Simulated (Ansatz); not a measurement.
# NaCa3 and its free atoms: a cohesive energy from free atoms

Run with Ansatz 0.2.0, Python API.

The script, `run_cohesive.py`:
```python
# -*- coding: utf-8 -*-
"""Cohesive energy of NaCa3 from free atoms."""

from collections import Counter
import warnings

import ansatz as az

PHASES = {
    "NaCa3": (
        [(0.0, 4.337326, 4.337326), (4.337326, 0.0, 4.337326), (4.337326, 4.337326, 0.0)],
        [
            ("Na", (0.0, 0.0, 0.0)),
            ("Ca", (0.25, 0.25, 0.25)),
            ("Ca", (0.75, 0.75, 0.75)),
            ("Ca", (0.5, 0.5, 0.5)),
        ],
    ),
}


def build(vectors, sites):
    crystal = az.Crystal(lattice=az.Lattice.of(vectors))
    for symbol, position in sites:
        crystal = crystal.atom(symbol, position)
    return crystal


def counts(outcome):
    return Counter(site.symbol for site in outcome.lattice.sites)

UNPAIRED = {"Na": 1, "Ca": 0}  # unpaired electrons of the free atoms


def compute(name, crystal):
    calc = crystal.calculation()
    calc = calc.functional("pbesol")
    calc = calc.basis(260, density_ratio=6)
    calc = calc.accuracy("low").kpoints(spacing=0.26)
    calc = calc.occupations("gaussian", width=0.02)
    if name.endswith(" atom"):
        calc = calc.kpoints(1, 1, 1).occupations("fermi_dirac", width=0.01)
        if UNPAIRED[name.split()[0]]:
            calc = calc.spin("collinear")
        return calc.run(threads=1)
    calc = calc.relax(force_tolerance=0.01, cell=True)
    return calc.run(threads=1)

warnings.simplefilter("ignore", az.DeckWarning)

phases = {name: build(*cell) for name, cell in PHASES.items()}
# a box with unlike edges lets an open shell break the spherical symmetry
for element, moment in UNPAIRED.items():
    phases[f"{element} atom"] = az.Lattice.orthorhombic(10.0, 10.5, 11.0).atom(element, (0.5, 0.5, 0.5), moment=moment or None)

done = {name: compute(name, crystal) for name, crystal in phases.items()}

print({element: round(done[f"{element} atom"].report["magnetization_mub"], 2) for element in UNPAIRED}, "muB on the free atoms")
solid = done["NaCa3"]
n = counts(solid)
binding = (sum(k * done[f"{e} atom"].report["energy_sigma0_ev"] for e, k in n.items()) - solid.report["energy_sigma0_ev"]) / sum(n.values())
print(f"cohesive energy {binding:.3f} eV/atom = {96.4853 * binding:.0f} kJ/mol of atoms (no zero-point energy)")
```

```console
$ python run_cohesive.py
{'Na': 1.0, 'Ca': 0.0} muB on the free atoms
cohesive energy 1.749 eV/atom = 169 kJ/mol of atoms (no zero-point energy)
```

What to keep in mind:
- These settings explore the input space; cutoff and mesh may be short of convergence.
- The cutoff lies under the one recommended for these potentials.
- The magnetic order follows from the starting moments and needn't be the lowest.
- For the metals among these phases the mesh is modest: differences between phases can be off by up to 40 meV an atom.
- The cells come from databases of deposited and of computed structures, and not all need be stable phases.
- Free atoms in a box carry small image and symmetry errors, and spin-orbit coupling is left out.
- The script silences the warnings on its input, which a real study should read.
- Finished in 67 s on 1 thread of Arm Neoverse N1, on a shared host, peak memory 0.74 GiB.
